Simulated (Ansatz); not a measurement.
# GdN: the cost of one run

Program: Ansatz 0.2.0. Level of theory: DFT PBE+U (U_eff = 6 eV on Gd 4f), scalar-relativistic, plane waves, PAW. These are calculated values, not measurements.

## (1) The structure to begin with

It takes space group Fm-3m (No. 225, cubic). Conventional cell: a = 5.002 Å, b = 5.002 Å, c = 5.002 Å, α = 90.00°, β = 90.00°, γ = 90.00°. Gd (site symmetry m-3m) has 6 N at 2.50 Å as nearest neighbours. N (site symmetry m-3m) is surrounded by 6 Gd at 2.50 Å.

Coordinates:

```xyz
2
Lattice="0.0000 2.5010 2.5010 2.5010 0.0000 2.5010 2.5010 2.5010 0.0000" Properties=species:S:1:pos:R:3 pbc="T T T"
Gd    0.0000    0.0000    0.0000
N     2.5010    2.5010    2.5010
```

An earlier run at PBE+U (U_eff = 6 eV on Gd 4f) left this cell at 15.644 Å³/atom and 0.00 GPa (10×10×10 mesh).

## (2) Field gradients and densities at the nuclei

input.yaml reads:

```yaml
crystal:
  lattice:
    - [0.0, 2.5010138454, 2.5010138454]
    - [2.5010138454, 0.0, 2.5010138454]
    - [2.5010138454, 2.5010138454, 0.0]
  atoms:
    - { symbol: Gd, position: [0.0, 0.0, 0.0], spin: 7.63 }
    - { symbol: "N", position: [0.5, 0.5, 0.5] }
basis:
  ecutwfc: 420
  ecutrho_ratio: 4
kpoints:
  mp_grid: { grid: [10, 10, 10] }
hamiltonian:
  xc: pbe
  hubbard: { sites: [{ species: Gd, l: f, u_eff: 6.0 }] }
scf:
  occupations: { method: gaussian, width: 0.05 }
  lower_state_search: "off"
output:
  forces: true
  stress: true
  eigenvalues: true
  populations: true
  hubbard: { sites: [{ species: Gd, l: f }] }
  efg:
    contact_densities: true
    quadrupole_moments_barn: { Gd: 1.27, "N": 0.02044 }
magnetization:
  spin_polarized: true
checkpoint:
  read: start.run
  write: ck
  compress: false
  write_wavefunctions: false
  write_every: 100000
```

start.run is the folder with the converged state of an earlier run on this cell.

The run is started by

```bash
> ansatz run input.yaml --threads 2 --pin off --max-ram 5120MiB --backend cpu --events-out ev --progress --plain --runs-dir out
```

**Question.** How long does this run take on 2 threads of AMD EPYC 7R43 (Zen 3), shared host, and how much memory does it need?

About 3.3 s, with a peak of 0.46 GiB.
